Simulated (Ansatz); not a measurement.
# ZrBr: lattice vibrations

How does the lattice vibrate, and how do the modes shift with volume? Displacements sample a 1×1×1 mesh. Runs: reference run (LAPW); volume scaled by 0.970 (LAPW); volume scaled by 1.030 (LAPW); mode Grüneisen parameters (LAPW). Companion runs by PAW are cited.

Computed with Ansatz 0.2.0 (DFT PBEsol, all-electron LAPW, scalar-relativistic unless said, unless a step's input says otherwise).

**1. The system as given**

It takes space group R-3m (No. 166, trigonal). The conventional cell has a = 3.474 Å, b = 3.474 Å, c = 28.919 Å, α = 90.00°, β = 90.00°, γ = 120.00°. Zr (site symmetry 3m) is surrounded by 3 Br at 2.74 Å and 3 Zr at 3.08 Å. Around Br (site symmetry 3m) lie 3 Zr at 2.74 Å.

Structure file:

```
CELL_PARAMETERS angstrom
1.73710 1.00291 9.63966
-1.73710 1.00291 9.63966
0.00000 -2.00583 9.63966
ATOMIC_POSITIONS crystal
Zr 0.20719 0.20719 0.20719
Zr 0.79281 0.79281 0.79281
Br 0.39482 0.39482 0.39482
Br 0.60518 0.60518 0.60518
```

Cartesian axes are those of the input's lattice vectors. The structure goes back to a database entry.

**2. Reference run, LAPW**

input.yaml

```yaml
crystal:
  lattice:
    - [1.73709567736, 1.00291265693, 9.63965756182]
    - [-1.73709567736, 1.00291265693, 9.63965756182]
    - [0.0, -2.00582531387, 9.63965756182]
  atoms:
    - { symbol: Zr, position: [0.207187210023, 0.207187210023, 0.207187210023] }
    - { symbol: Zr, position: [0.792812789977, 0.792812789977, 0.792812789977] }
    - { symbol: Br, position: [0.394819729191, 0.394819729191, 0.394819729191] }
    - { symbol: Br, position: [0.605180270809, 0.605180270809, 0.605180270809] }
kpoints:
  mp_grid: { grid: [10, 10, 10] }
scf:
  occupations: { method: fermi_dirac, width: 0.1 }
hamiltonian:
  xc: pbesol
  pseudopotentials: { kind: all_electron, lapw: { basis_error: 0.001 } }
phonons:
  supercell: [1, 1, 1]
```

Run with:

```bash
> ansatz run input.yaml --threads 1 --pin off --max-ram 3072MiB --backend cpu --events-out ev --progress --plain --runs-dir out
```

**3. Volume scaled by 0.970, LAPW**

input.yaml

```yaml
crystal:
  lattice:
    - [1.71954805665, 0.99278153339, 9.54228062579]
    - [-1.71954805665, 0.99278153339, 9.54228062579]
    - [0.0, -1.98556306679, 9.54228062579]
  atoms:
    - { symbol: Zr, position: [0.207807414817, 0.207807414817, 0.207807414817] }
    - { symbol: Zr, position: [0.792192585183, 0.792192585183, 0.792192585183] }
    - { symbol: Br, position: [0.393116764654, 0.393116764654, 0.393116764654] }
    - { symbol: Br, position: [0.606883235346, 0.606883235346, 0.606883235346] }
kpoints:
  mp_grid: { grid: [10, 10, 10] }
scf:
  occupations: { method: fermi_dirac, width: 0.1 }
hamiltonian:
  xc: pbesol
  pseudopotentials: { kind: all_electron, lapw: { basis_error: 0.001 } }
phonons:
  supercell: [1, 1, 1]
```

**4. Volume scaled by 1.030, LAPW**

input.yaml

```yaml
crystal:
  lattice:
    - [1.75429576307, 1.01284313105, 9.73510592336]
    - [-1.75429576307, 1.01284313105, 9.73510592336]
    - [0.0, -2.02568626209, 9.73510592336]
  atoms:
    - { symbol: Zr, position: [0.206585020422, 0.206585020422, 0.206585020422] }
    - { symbol: Zr, position: [0.793414979578, 0.793414979578, 0.793414979578] }
    - { symbol: Br, position: [0.396508571368, 0.396508571368, 0.396508571368] }
    - { symbol: Br, position: [0.603491428632, 0.603491428632, 0.603491428632] }
kpoints:
  mp_grid: { grid: [10, 10, 10] }
scf:
  occupations: { method: fermi_dirac, width: 0.1 }
hamiltonian:
  xc: pbesol
  pseudopotentials: { kind: all_electron, lapw: { basis_error: 0.001 } }
phonons:
  supercell: [1, 1, 1]
```

(Steps that only read results are left out.)

Before running it: what results should come out? Wanted: highest mode on the mesh, without the LO shift; optical modes at Γ.

**Answer**, as computed:

```
                                             quantity                                                              value
highest mode on the mesh, without the LO shift (LAPW)                                                           257 cm⁻¹
                                   optical modes at Γ  68 (Eg), 123 (A1g), 151 (Eu), 168 (Eg), 218 (A2u), 257 (A1g) cm⁻¹
             mean Grüneisen parameter at 300 K (LAPW)                                                              -0.06
```

No mode at Γ is unstable, and no other wavevector was sampled; the highest lies at 257 cm⁻¹ by LAPW. Weighted by heat capacity at 300 K the mean Grüneisen parameter of the sampled modes is -0.06; optical modes at Γ alone don't fix the expansion. Some modes have negative γ and soften under compression. PAW differs from LAPW by at most 0.1 cm⁻¹. Each set of modes is computed in the harmonic approximation. Cautions: responses of metals move with mesh and smearing; no dispersion correction, so the spacing and stiffness between layers or molecules are uncertain; zone-boundary modes aren't tested.
